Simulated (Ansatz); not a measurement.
# C₅H₁₅GeNO₂: a ladder of functionals and wavefunction methods

One table from this session's results is given with a row withheld; the runs are named, their logs left out.

Computed with Ansatz 0.2.0, Gaussian basis. Level: functionals in def2-TZVPP, the program's frozen cores in correlated methods.

The runs, in order: LDA (SPW92), PBE-D4, revPBE-D4, BLYP-D4, r2SCAN-D4, B97M-V, PBE0-D4, B3LYP-D4, r2SCANh-D4, r2SCAN0-D4, HSE06-D4, BHLYP-D4, CAM-B3LYP-D4, LC-ωPBE, ωB97X-V, ωB97M-V, B2PLYP, PBE-QIDH; CCSD(T)/def2-SVP; CCSD(T)/def2-TZVPP; MP2/def2-QZVPP; extrapolation to the limit; RPA on PBE.

## The relaxed structure

The geometry comes from an earlier relaxation with PBE0-D4 in a triple-zeta def2 set; it is a stationary point, not always the lowest conformer.

SMILES `C[O][GeH]([NH]C(C)C)[O]C`, 24 atoms, charge 0, spin multiplicity 1.

Atoms are counted from 1 here; the program's logs count them from 0.

Bond lengths: C1–O2 1.407 Å, C1–H10 1.092 Å, C1–H11 1.097 Å, C1–H12 1.098 Å, O2–Ge3 1.764 Å, Ge3–N4 1.808 Å, Ge3–O8 1.768 Å, Ge3–H13 1.541 Å, N4–C5 1.451 Å, N4–H14 1.009 Å, C5–C6 1.523 Å, C5–C7 1.522 Å, C5–H15 1.097 Å, C6–H16 1.092 Å, C6–H17 1.093 Å, C6–H18 1.095 Å, C7–H19 1.091 Å, C7–H20 1.095 Å and more. Angles: O2–C1–H10 107.8°, O2–C1–H11 112.2°, O2–C1–H12 112.0°, H10–C1–H11 108.4°, H10–C1–H12 108.0°, H11–C1–H12 108.2°, C1–O2–Ge3 118.5°, O2–Ge3–N4 110.6°, O2–Ge3–O8 99.4°, O2–Ge3–H13 113.3°, N4–Ge3–O8 114.0°, N4–Ge3–H13 107.1°, O8–Ge3–H13 112.3°, Ge3–N4–C5 125.3°, Ge3–N4–H14 118.1°, C5–N4–H14 114.2°, N4–C5–C6 112.5°, N4–C5–C7 110.5° and more.

The first run:

in.yaml reads:

```yaml
crystal:
  periodic: [false, false, false]
  atoms:
    - {symbol: C, position_ang: [0.433752, 0.657287, -3.308299]}
    - {symbol: O, position_ang: [-0.813209, 0.646764, -2.655769]}
    - {symbol: Ge, position_ang: [-0.845692, 0.798928, -0.898936]}
    - {symbol: N, position_ang: [0.154521, -0.495864, -0.128688]}
    - {symbol: C, position_ang: [1.077130, -0.298999, 0.973577]}
    - {symbol: C, position_ang: [0.479633, -0.710644, 2.313016]}
    - {symbol: C, position_ang: [2.387443, -1.026819, 0.709931]}
    - {symbol: O, position_ang: [-2.583405, 0.624655, -0.624580]}
    - {symbol: C, position_ang: [-3.060880, 0.621332, 0.697178]}
    - {symbol: H, position_ang: [0.262050, 0.426889, -4.362129]}
    - {symbol: H, position_ang: [1.122216, -0.091595, -2.897912]}
    - {symbol: H, position_ang: [0.920703, 1.640040, -3.250940]}
    - {symbol: H, position_ang: [-0.305950, 2.150970, -0.393443]}
    - {symbol: H, position_ang: [-0.119416, -1.456579, -0.272135]}
    - {symbol: H, position_ang: [1.292295, 0.776112, 1.015838]}
    - {symbol: H, position_ang: [-0.432724, -0.147962, 2.521956]}
    - {symbol: H, position_ang: [1.183382, -0.542038, 3.132431]}
    - {symbol: H, position_ang: [0.224177, -1.775122, 2.304835]}
    - {symbol: H, position_ang: [2.827252, -0.697614, -0.233109]}
    - {symbol: H, position_ang: [2.216801, -2.106286, 0.644595]}
    - {symbol: H, position_ang: [3.108034, -0.851928, 1.512766]}
    - {symbol: H, position_ang: [-4.149278, 0.534919, 0.661479]}
    - {symbol: H, position_ang: [-2.814139, 1.547630, 1.234511]}
    - {symbol: H, position_ang: [-2.669698, -0.224277, 1.277126]}
basis:
  gaussian: {orbitals: def2-TZVPP}
hamiltonian: {xc: lda}
output: {orbitals: {seedname: orbitals}}
```

Steps of the session up to this table: LDA; PBE-D4 (GGA); revPBE-D4 (GGA); BLYP-D4 (GGA); r2SCAN-D4 (meta-GGA); B97M-V (meta-GGA); PBE0-D4 (hybrid); B3LYP-D4 (hybrid); r2SCANh-D4 (hybrid); r2SCAN0-D4 (hybrid); HSE06-D4 (hybrid); BHLYP-D4 (hybrid); CAM-B3LYP-D4 (range-separated); LC-ωPBE-D4 (range-separated; the results give it without D4); ωB97X-V (range-separated); ωB97M-V (range-separated); B2PLYP (double hybrid); PBE-QIDH (double hybrid).

One of the session's tables, all rows but one given; the rest of the session is left out.

It belongs to the step «Frontier levels by functional». 

| functional | HOMO (eV) | LUMO (eV) | gap (eV) |
| --- | --- | --- | --- |
| LDA (SPW92) | -5.70 | -0.28 | 5.42 |
| PBE-D4 | -5.50 | -0.03 | 5.46 |
| revPBE-D4 | -5.42 | 0.09 | 5.51 |
| BLYP-D4 | -5.38 | -0.01 | 5.37 |
| r2SCAN-D4 | -5.77 | 0.46 | 6.23 |
| B97M-V | -5.93 | 0.09 | 6.02 |
| PBE0-D4 | -6.88 | 0.82 | 7.70 |
| B3LYP-D4 | -6.65 | 0.50 | 7.15 |
| r2SCANh-D4 | -6.29 | 0.78 | 7.07 |
| r2SCAN0-D4 | -7.08 | 1.18 | 8.27 |
| HSE06-D4 | -6.48 | 0.45 | 6.93 |
| BHLYP-D4 | ? | ? | ? |
| CAM-B3LYP-D4 | -8.30 | 1.61 | 9.91 |
| LC-ωPBE | -9.66 | 2.91 | 12.56 |
| ωB97X-V | -9.32 | 2.66 | 11.97 |
| ωB97M-V | -9.25 | 2.26 | 11.51 |

Q: Estimate the row for BHLYP-D4 from the others.

Worked estimate for «HOMO (eV)». Against the share of exact exchange, BLYP-D4 (0, -5.38), B3LYP-D4 (0.2, -6.65) give a slope of -6.35 per unit share; at 0.5 the line stands at -8.55.

**Answer.** HOMO (eV): -8.21; LUMO (eV): 1.46; gap (eV): 9.66. In «HOMO (eV)» the line misses by -0.34.
